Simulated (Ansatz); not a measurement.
# InH2O−: one structure at several levels

An exercise on one series of results from a longer session: the logs are not shown, and one member is left open.

The runs use Ansatz 0.2.0, Gaussian basis; single points in def2-TZVPPD.

Correlated methods freeze the cores. Filled d shells of the heavier atoms are correlated. Core potentials replace the inner electrons past krypton, and spin-orbit coupling is left out.

## Where the work starts

SMILES `[O-][InH2]`, 4 atoms, charge -1, spin multiplicity 1.

Atoms are counted from 1 here; the program's logs count them from 0.

Bond lengths: O1–In2 1.792 Å, In2–H3 1.794 Å, In2–H4 1.796 Å. Angles: O1–In2–H3 132.2°, O1–In2–H4 130.3°, H3–In2–H4 97.5°.

Geometry (Å):

```xyz
4
charge -1, multiplicity 1
O    -1.8588   -0.4265   -0.0964
In   -0.1096   -0.0494    0.0081
H     1.2786   -0.9493    0.7011
H     0.8090    1.3742   -0.5867
```

Set-up of the first run:

run/in.yaml

```yaml
crystal:
  periodic: [false, false, false]
  atoms:
    - {symbol: O, position_ang: [-1.858800, -0.426500, -0.096400]}
    - {symbol: In, position_ang: [-0.109600, -0.049400, 0.008100]}
    - {symbol: H, position_ang: [1.278600, -0.949300, 0.701100]}
    - {symbol: H, position_ang: [0.809000, 1.374200, -0.586700]}
basis:
  gaussian: {orbitals: "def2-TZVPPD.json"}
total_charge: -1
correlation: {method: ccsd_t}
output: {forces: true}
```

The basis file named in the input lies beside it (Basis Set Exchange, JSON).

No record of the launch command was kept for these runs.

Among the steps run: CCSD(T)/def2-TZVPPD; PBE0-D4/def2-TZVPPD; wB97M-V/def2-TZVPPD; r2SCAN-D4/def2-TZVPPD; PBE-D4/def2-TZVPPD; LC-wPBE/def2-TZVPPD; r2SCAN0-D4/def2-TZVPPD.

One of the session's tables, all rows but one given; the rest of the session is left out.

```
    method  RMS force component (eV/Å)  angle to CCSD(T) forces (°)
   CCSD(T)                       1.807                    reference
   PBE0-D4                       1.561                          1.3
   wB97M-V                       1.608                          0.5
 r2SCAN-D4                       1.642                          1.2
    PBE-D4                       1.770                          3.5
   LC-wPBE                       1.449                          2.8
r2SCAN0-D4                           ?                            ?
```

Estimate the missing values for r2SCAN0-D4.

**Answer.** RMS force component (eV/Å): 1.503; angle to CCSD(T) forces (°): 1.0. In the column «RMS force component (eV/Å)» it lies between LC-wPBE (1.449) and PBE0-D4 (1.561).
